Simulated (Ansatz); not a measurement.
# LuRu3C (Pm-3m): relaxations under a series of pressures from a Python script

How does LuRu3C (Pm-3m) give way under pressure? Aim: relaxations under a series of pressures, for LuRu3C (Pm-3m), run from a script.

Computed with Ansatz 0.2.0, driven from Python. Level of theory: DFT PBEsol+D3(BJ) with three-body term, plane waves, PAW.

## 1. Starting point

It takes space group Pm-3m (No. 221, cubic). Conventional cell: a = 4.102 Å, b = 4.102 Å, c = 4.102 Å, α = 90.00°, β = 90.00°, γ = 90.00°. Lu (site symmetry m-3m) is surrounded by 12 Ru at 2.90 Å. Ru (site symmetry 4/mmm) has 2 C at 2.05 Å in its first shell of neighbours. C (site symmetry m-3m) has 6 Ru at 2.05 Å in its first shell of neighbours.

POSCAR_luru3c, read by the script:

```text
LuRu3C
1.0
   4.10245405    0.00000000    0.00000000
   0.00000000    4.10245405    0.00000000
   0.00000000    0.00000000    4.10245405
Lu Ru C
1 3 1
Direct
   0.50000000    0.50000000    0.50000000
   0.50000000    0.00000000    0.00000000
   0.00000000    0.50000000    0.00000000
   0.00000000    0.00000000    0.50000000
   0.00000000    0.00000000    0.00000000
```

## 2. Script

File compress.py:

```python
"""Cell of LuRu3C under pressure."""

import ansatz as az
from ase.io import read
import numpy as np

def edges_and_angles(cell):
    cell = np.asarray(cell)
    a, b, c = np.linalg.norm(cell, axis=1)
    cosines = cell[1] @ cell[2] / (b * c), cell[0] @ cell[2] / (a * c), cell[0] @ cell[1] / (a * b)
    return (a, b, c, *np.degrees(np.arccos(cosines)))

atoms = read("POSCAR_luru3c", format="vasp")
xtal = az.Crystal.from_ase(atoms)

calculation = (
    xtal.calculation()
    .functional("pbesol", dispersion="d3bjatm")
    .occupations("fermi_dirac")
    .basis(420)
    .pseudopotentials("paw")
    .kpoints(6, center="gamma")
)

# H = F + PV, with 1 GPa A^3 = 1/160.21766 eV
rows = []
for pressure in [0, 10, 20, 30, 40]:
    result = calculation.relax(cell=True, pressure=pressure, force_tolerance=0.05, max_steps=100).run(threads=1, pin="off")
    cell = result.lattice.cell_ang
    n_atoms = len(result.lattice.sites)
    volume = abs(np.linalg.det(cell)) / n_atoms
    enthalpy = result.report["free_energy_ev"] / n_atoms + pressure * volume / 160.21766
    rows.append((pressure, volume, enthalpy, *edges_and_angles(cell)))
    print(f"{pressure} GPa done: {volume:.4f} A^3/atom")

print(" P (GPa)  V (A^3/atom)  H (eV/atom)     a       b       c")
for row in rows:
    print("{:8.1f} {:12.4f} {:14.5f} {:7.4f} {:7.4f} {:7.4f}".format(*row[:6]))
p, v = np.array([row[0] for row in rows], float), np.array([row[1] for row in rows])
print("mean bulk modulus between rows (GPa):", np.round(-np.diff(p) / np.diff(np.log(v)), 1))
```

## 3. The input behind the calls

The package turns the script's settings into the engine's input (first run):

```yaml
crystal:
  lattice:
    - [4.10245405, 0.0, 0.0]
    - [0.0, 4.10245405, 0.0]
    - [0.0, 0.0, 4.10245405]
  atoms:
    - { symbol: Lu, position: [0.5, 0.5, 0.5] }
    - { symbol: Ru, position: [0.5, 0.0, 0.0] }
    - { symbol: Ru, position: [0.0, 0.5, 0.0] }
    - { symbol: Ru, position: [0.0, 0.0, 0.5] }
    - { symbol: C, position: [0.0, 0.0, 0.0] }
basis:
  ecutwfc: 420.0
kpoints:
  mp_grid:
    grid: [6, 6, 6]
    shift: [0.0, 0.0, 0.0]
hamiltonian:
  xc: pbesol
  dispersion: d3bjatm
  pseudopotentials:
    kind: paw
scf:
  occupations:
    method: fermi_dirac
relax:
  f_tol: 0.05
  max_steps: 100
  cell:
    p_target: 0.0
```

## 4. The run

The run is started by

```console
> python compress.py
```

**Question.** How far does the cell shrink over this series of pressures, and what bulk modulus does the first step imply?

The runs gave:

| quantity | value |
| --- | --- |
| bulk modulus between neighbouring pressures | 282.3 to 409.5 GPa |
| runs compared | 5 |
| range of energy | 166.50 meV/atom |

The crystal stiffens as it is compressed. The volume falls from 13.37 Å³ an atom at 0 GPa to 11.88 at 40 GPa, by 11.1 %. Between 0 and 10 GPa, -V dP/dV is about 282 GPa, a mean over that step. In run 1, over 3 moves the cell shrank by 3.2 % in volume, and the space group stayed Pm-3m. In run 5, over 2 moves the cell shrank by 13.9 % in volume under the 40 GPa asked, and the space group stayed Pm-3m. Caveats:
- At a fixed pressure a relaxation lowers the enthalpy F + PV, while F alone can rise.
- The mesh is modest for a metal, so energies can be off by several to tens of meV an atom and pressures by half a GPa or more; differences at equal mesh fare better.
- This cell is a computed structure, which may not be the phase found in nature.
- Symmetry holds the cell in this phase, so another phase that may be stable under pressure is not reached.
